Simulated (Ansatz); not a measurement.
**C2H7Cl2NSi2: ionisation energy by level of theory**

One table from this session's results is given with a row withheld; the runs are named, their logs left out.

Method: unrestricted cation, the program's frozen cores in correlated methods; program: Ansatz 0.2.0, Gaussian basis.

The runs, in order: UKS PBE-D4/def2-TZVPP; UKS r2SCAN-D4/def2-TZVPP; UKS PBE0-D4/def2-TZVPP; UKS B3LYP-D4/def2-TZVPP; UKS wB97X-V/def2-TZVPP; UKS wB97M-V/def2-TZVPP; UKS B2PLYP/def2-TZVPP; UHF-CCSD(T)/def2-TZVPP; UHF-MP2/def2-QZVPP; extrapolation to the limit; then −ε(HOMO) from the neutral's earlier runs with LDA (SPW92), PBE-D4, revPBE-D4, BLYP-D4, r2SCAN-D4, B97M-V, PBE0-D4, B3LYP-D4, r2SCANh-D4, r2SCAN0-D4, HSE06-D4, BHLYP-D4, CAM-B3LYP-D4, LC-ωPBE, ωB97X-V, ωB97M-V.

### The relaxed structure

The geometry comes from an earlier relaxation with PBE0-D4 in a triple-zeta def2 set; it is a stationary point, not always the lowest conformer.

SMILES `C=CN([SiH2]Cl)[SiH2]Cl`, 14 atoms, charge 0, spin multiplicity 1.

Atoms are counted from 1 here; the program's logs count them from 0.

Bond lengths: C1–C2 1.328 Å, C1–H8 1.081 Å, C1–H9 1.084 Å, C2–N3 1.407 Å, C2–H10 1.088 Å, N3–Si4 1.732 Å, N3–Si6 1.730 Å, Si4–Cl5 2.054 Å, Si4–H11 1.476 Å, Si4–H12 1.477 Å, Si6–Cl7 2.056 Å, Si6–H13 1.475 Å, Si6–H14 1.478 Å. Angles: C2–C1–H8 119.5°, C2–C1–H9 123.2°, H8–C1–H9 117.3°, C1–C2–N3 126.5°, C1–C2–H10 119.2°, N3–C2–H10 114.3°, C2–N3–Si4 120.8°, C2–N3–Si6 118.0°, Si4–N3–Si6 120.9°, N3–Si4–Cl5 112.1°, N3–Si4–H11 110.3°, N3–Si4–H12 106.6°, Cl5–Si4–H11 107.1°, Cl5–Si4–H12 107.7°, H11–Si4–H12 113.0°, N3–Si6–Cl7 111.7°, N3–Si6–H13 108.7°, N3–Si6–H14 108.7° and more.

The first run:

in.yaml

```yaml
crystal:
  periodic: [false, false, false]
  atoms:
    - {symbol: C, position_ang: [-0.619513, -2.128625, -0.002494]}
    - {symbol: C, position_ang: [-0.126849, -1.081339, 0.649645]}
    - {symbol: N, position_ang: [0.051387, 0.216348, 0.136115]}
    - {symbol: Si, position_ang: [-0.058181, 0.520875, -1.565647]}
    - {symbol: Cl, position_ang: [-2.002217, 0.506929, -2.228973]}
    - {symbol: Si, position_ang: [0.512666, 1.469331, 1.235811]}
    - {symbol: Cl, position_ang: [2.544518, 1.496190, 1.550037]}
    - {symbol: H, position_ang: [-0.692209, -3.082953, 0.500238]}
    - {symbol: H, position_ang: [-0.970310, -2.078598, -1.026818]}
    - {symbol: H, position_ang: [0.180232, -1.198868, 1.686277]}
    - {symbol: H, position_ang: [0.665870, -0.521445, -2.320164]}
    - {symbol: H, position_ang: [0.483569, 1.876960, -1.787775]}
    - {symbol: H, position_ang: [0.132757, 2.771500, 0.655288]}
    - {symbol: H, position_ang: [-0.114619, 1.204395, 2.547162]}
basis:
  gaussian: {orbitals: def2-TZVPP}
total_charge: 1
magnetization: {spin_polarized: true, initial_magnetization: 1}
hamiltonian: {xc: pbe, dispersion: d4}
```

Among the steps run: Cation, UKS PBE-D4/def2-TZVPP; Cation, UKS r2SCAN-D4/def2-TZVPP; Cation, UKS PBE0-D4/def2-TZVPP; Cation, UKS B3LYP-D4/def2-TZVPP; Cation, UKS wB97X-V/def2-TZVPP; Cation, UKS wB97M-V/def2-TZVPP; Cation, UKS B2PLYP (frozen core)/def2-TZVPP; Cation, UHF-CCSD(T)/def2-TZVPP; Cation, UHF-MP2/def2-QZVPP.

One table of the session follows, with a row left open; its other results are not shown here.

It belongs to the step «Ionisation energies side by side». For comparison, −ε(HOMO) of the neutral from earlier runs:

| functional | −ε(HOMO) (eV) |
| --- | --- |
| LDA (SPW92) | 6.08 |
| PBE-D4 | 5.88 |
| revPBE-D4 | 5.81 |
| BLYP-D4 | 5.70 |
| r2SCAN-D4 | 6.08 |
| B97M-V | 6.13 |
| PBE0-D4 | ? |
| B3LYP-D4 | 6.75 |
| r2SCANh-D4 | 6.49 |
| r2SCAN0-D4 | 7.12 |
| HSE06-D4 | 6.58 |
| BHLYP-D4 | 7.93 |
| CAM-B3LYP-D4 | 8.26 |
| LC-ωPBE | 9.63 |
| ωB97X-V | 9.25 |
| ωB97M-V | 9.17 |

Estimate the missing values for PBE0-D4.

**Answer.** −ε(HOMO) (eV): 6.98. In the column «−ε(HOMO) (eV)» it lies between B3LYP-D4 (6.75) and r2SCAN0-D4 (7.12).
